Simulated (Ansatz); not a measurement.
Write a Python script for Ansatz 0.2.0, Python API that makes a short molecular-dynamics run of C3H4Se, SMILES C1=C[Se]C1. Level of theory: PBE0, def2-SVP basis, multiplicity 1, D3BJ dispersion.

```yaml
atoms:
  - { symbol: C, position_ang: [-0.4439, 0.5573, -0.0368] }
  - { symbol: C, position_ang: [0.7528, 0.7934, 0.5230] }
  - { symbol: Se, position_ang: [1.3654, -1.0257, 0.3062] }
  - { symbol: C, position_ang: [-0.2146, -0.8352, -0.3420] }
  - { symbol: H, position_ang: [-1.3275, 1.2612, -0.2439] }
  - { symbol: H, position_ang: [1.2314, 1.6891, 0.9482] }
  - { symbol: H, position_ang: [-0.9872, -1.4700, 0.2266] }
  - { symbol: H, position_ang: [-0.2842, -1.0272, -1.4371] }
```

`md.py`:
```python
"""A short Born-Oppenheimer trajectory of C3H4Se."""

from dataclasses import dataclass

import ansatz as az
import numpy as np


@dataclass(frozen=True)
class Options:
    basis: str = "def2-SVP"
    functional: str = "pbe0"
    vdw: str = "d3bj"
    n_steps: int = 30
    temperature_k: int = 800


cfg = Options()

mol = (
    az.Crystal.molecule()
    .atom("C", (-0.4439, 0.5573, -0.0368))
    .atom("C", (0.7528, 0.7934, 0.523))
    .atom("Se", (1.3654, -1.0257, 0.3062))
    .atom("C", (-0.2146, -0.8352, -0.342))
    .atom("H", (-1.3275, 1.2612, -0.2439))
    .atom("H", (1.2314, 1.6891, 0.9482))
    .atom("H", (-0.9872, -1.47, 0.2266))
    .atom("H", (-0.2842, -1.0272, -1.4371))
)

base = (
    mol.calculation()
    .basis(gaussian=cfg.basis)
    .functional(cfg.functional, dispersion=cfg.vdw)
    .md("nvt_langevin", timestep=1.0, steps=cfg.n_steps, temperature=cfg.temperature_k, initial_velocities="maxwell_boltzmann", seed=92, friction=0.01)
)
frames = []
base.session().plan().execute(on_event=lambda e: frames.append(e["data"]) if e["event"] == "md_step" else None)
print("t (fs)   E_pot (eV)      E_kin (eV)   T (K)   d(0-1) (A)")
for f in frames[::3]:
    xyz = np.array(f["positions_ang"])
    print(f"{f['time_fs']:6.2f} {f['lagrangian_ev']:14.5f} {f['e_kin_ev']:10.5f} {f['temperature_k']:8.1f} {np.linalg.norm(xyz[0] - xyz[1]):9.4f}")
print("mean temperature", round(float(np.mean([f["temperature_k"] for f in frames])), 1), "K")
```

Running `python md.py` prints:
```text
t (fs)   E_pot (eV)      E_kin (eV)   T (K)   d(0-1) (A)
  0.00   -68501.51195    0.72386    700.0    1.3421
  3.00   -68501.83878    1.11247   1075.8    1.3831
  6.00   -68501.97414    1.20428   1164.6    1.3978
  9.00   -68501.81999    0.96959    937.6    1.3739
 12.00   -68501.72351    0.88774    858.5    1.3341
 15.00   -68501.76150    0.77919    753.5    1.3175
 18.00   -68501.85136    0.82031    793.3    1.3213
 21.00   -68501.81471    0.74433    719.8    1.3374
 24.00   -68501.78837    0.81829    791.3    1.3717
 27.00   -68501.83405    0.86128    832.9    1.3955
 30.00   -68501.89277    0.88459    855.4    1.3694
mean temperature 873.0 K
```

Reading the output:
- The settings weren't tested for convergence.
- The trajectory is only some femtoseconds long, so its temperature is not equilibrated; where the script doesn't relax first, it starts from a rough generated geometry.
- The printed temperature counts all 3N degrees of freedom under Langevin dynamics, so the first row lies under the target.
- With hydrogen a step over 0.5 fs is long.
- Wall time of the script: 110 s on 1 thread of Arm Neoverse V2 (shared host), peak memory 0.27 GiB.

(Lines on the test bed's own set-up are left out of the output.)
